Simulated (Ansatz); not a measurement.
**BLYP/def2-SVP run of CH5AsSi (SMILES C1[SiH2][AsH]1)**

Aim: the vertical ionisation energy of CH5AsSi at BLYP/def2-SVP, from 2 runs. 

Program for the calculation: Ansatz 0.2.0.

78 further runs of the same task are left out: 78 set aside as unsound or not needed.

## Step 1: Starting point

The species is CH5AsSi (8 atoms), meant as a singlet with charge 0. SMILES: `C1[SiH2][AsH]1`. The shape is that of a PBE0-D4/def2-TZVP optimisation.

Bond lengths: C1–Si2 1.843 Å, C1–As3 2.046 Å, Si2–As3 2.317 Å, C1–H4 1.084 Å, C1–H5 1.086 Å, Si2–H6 1.480 Å, Si2–H7 1.479 Å, As3–H8 1.526 Å. Some angles: C1–Si2–As3 57.6°, Si2–C1–As3 72.9°, C1–As3–Si2 49.5°, C1–Si2–H6 117.5°, C1–Si2–H7 118.2°, As3–Si2–H6 118.8°, As3–Si2–H7 119.8°, Si2–C1–H4 121.0°, Si2–C1–H5 118.1°, As3–C1–H4 114.8°.

## Step 2: A single-point energy at BLYP/def2-SVP

The input, in.yaml:

```yaml
crystal:
  periodic: [false, false, false]
  atoms:
    - symbol: C
      position_ang: [-0.770300, 0.017900, -0.576000]
    - symbol: Si
      position_ang: [0.707800, 0.663100, 0.315700]
    - symbol: As
      position_ang: [-0.538100, -1.122700, 1.107200]
    - symbol: H
      position_ang: [-0.667200, -0.524000, -1.509300]
    - symbol: H
      position_ang: [-1.690700, 0.591800, -0.522300]
    - symbol: H
      position_ang: [0.581300, 1.973900, 0.990500]
    - symbol: H
      position_ang: [2.040800, 0.422300, -0.277100]
    - symbol: H
      position_ang: [0.428400, -2.079400, 0.415600]
basis:
  gaussian: {orbitals: def2-SVP}
hamiltonian: {xc: {name: BLYP}}
output: {orbitals: {seedname: orbitals}}
accuracy: high
```

Launch:

```bash
$ ansatz run in.yaml --threads 1 --pin off --max-ram 3480MiB --events-out events.jsonl --progress --plain --runs-dir runs
```

Output:

```text
Warning: RAYON_NUM_THREADS=1 ignored (pool sized by the plan → 1); use --threads N
Functional definition: BLYP
  name "BLYP"
  parameter beta = 0.0042
  parameter a = 0.04918
  parameter b = 0.132
  parameter c = 0.2533
  parameter d = 0.349
  exchange = b88_x(beta = beta)
  correlation = lyp_c(a = a, b = b, c = c, d = d)
1915 factors; integrals over basis functions are off by at most 4.8e-9 eV
mean field evaluation 1: about -69817.0379 eV, gradient 6.0e1 eV
mean field evaluation 2: about -69789.9265 eV, gradient 1.0e2 eV
mean field evaluation 4: about -69826.0659 eV, gradient 5.3e0 eV
mean field evaluation 8: about -69826.1769 eV, gradient 2.0e-1 eV
mean field evaluation 16: about -69826.1770 eV, gradient 5.4e-6 eV
mean field -69826.17701760 eV, -2566.0646755141 hartree, gradient 4.1e-8 eV, S^2 0.000000; 0 other end points of the search recorded, 0 dependent functions left out
reference -69826.17706972 eV, -2566.0646774293 hartree; 29, 29 occupied and 60, 60 virtual orbitals, 1915 factors
Total energy: -69826.17706972 eV, -2566.0646774293 hartree
```

It took 6.6 s on 1 thread of Arm Neoverse V1, shared host; peak memory 0.22 GiB.

## Step 3: The doublet cation at the same level

The input, in.yaml:

```yaml
basis:
  gaussian:
    orbitals: def2-SVP
crystal:
  periodic: [false, false, false]
  atoms:
    - {symbol: C, position_ang: [-0.770300, 0.017900, -0.576000]}
    - {symbol: Si, position_ang: [0.707800, 0.663100, 0.315700]}
    - {symbol: As, position_ang: [-0.538100, -1.122700, 1.107200]}
    - {symbol: H, position_ang: [-0.667200, -0.524000, -1.509300]}
    - {symbol: H, position_ang: [-1.690700, 0.591800, -0.522300]}
    - {symbol: H, position_ang: [0.581300, 1.973900, 0.990500]}
    - {symbol: H, position_ang: [2.040800, 0.422300, -0.277100]}
    - {symbol: H, position_ang: [0.428400, -2.079400, 0.415600]}
total_charge: 1
magnetization:
  spin_polarized: true
  initial_magnetization: 1
hamiltonian:
  xc: {name: BLYP}
accuracy: high
output: {orbitals: {seedname: orbitals}}
```

Launch:

```bash
$ ansatz run in.yaml --threads 1 --pin off --max-ram 3480MiB --events-out events.jsonl --progress --plain --runs-dir runs
```

Output:

```text
Warning: RAYON_NUM_THREADS=1 ignored (pool sized by the plan → 1); use --threads N
Functional definition: BLYP
  name "BLYP"
  parameter beta = 0.0042
  parameter a = 0.04918
  parameter b = 0.132
  parameter c = 0.2533
  parameter d = 0.349
  exchange = b88_x(beta = beta)
  correlation = lyp_c(a = a, b = b, c = c, d = d)
1915 factors; integrals over basis functions are off by at most 4.3e-9 eV
mean field evaluation 1: about -69799.1961 eV, gradient 5.9e1 eV
mean field evaluation 2: about -69714.8542 eV, gradient 1.1e2 eV
mean field evaluation 4: about -69815.6574 eV, gradient 1.6e1 eV
mean field evaluation 8: about -69817.4491 eV, gradient 1.3e-1 eV
mean field evaluation 16: about -69817.4436 eV, gradient 8.7e-5 eV
mean field evaluation 32: about -69816.8749 eV, gradient 5.4e0 eV
mean field -69817.44355830 eV, -2565.7437268047 hartree, gradient 4.6e-8 eV, S^2 0.752293; 3 other end points of the search recorded, 0 dependent functions left out
reference -69817.44361094 eV, -2565.7437287389 hartree; 29, 28 occupied and 60, 61 virtual orbitals, 1915 factors
Total energy: -69817.44361094 eV, -2565.7437287389 hartree
```

Run time: 12 s. Hardware: 1 thread of Arm Neoverse V1, shared host; peak memory 0.28 GiB.

## Step 4: Outcome

Level: BLYP/def2-SVP.

| quantity | value |
| --- | --- |
| singlet CH5AsSi: total energy | -2566.06468 Eh |
| singlet CH5AsSi: HOMO energy | -5.66 eV |
| singlet CH5AsSi: LUMO energy | -0.73 eV |
| singlet CH5AsSi: HOMO–LUMO gap | 4.93 eV |
| doublet cation: total energy | -2565.74373 Eh |
| doublet cation: HOMO energy (highest over α and β) | -12.44 eV |
| doublet cation: LUMO energy (lowest over α and β) | -11.80 eV |
| doublet cation: ⟨S²⟩ | 0.752 |
| vertical ionisation energy (to the doublet cation) | 8.733 eV |

What this shows: Removing an electron at fixed nuclei costs 8.73 eV (843 kJ/mol). −ε(HOMO) before ionisation, 5.66 eV, is 3.07 eV below this ionisation energy.
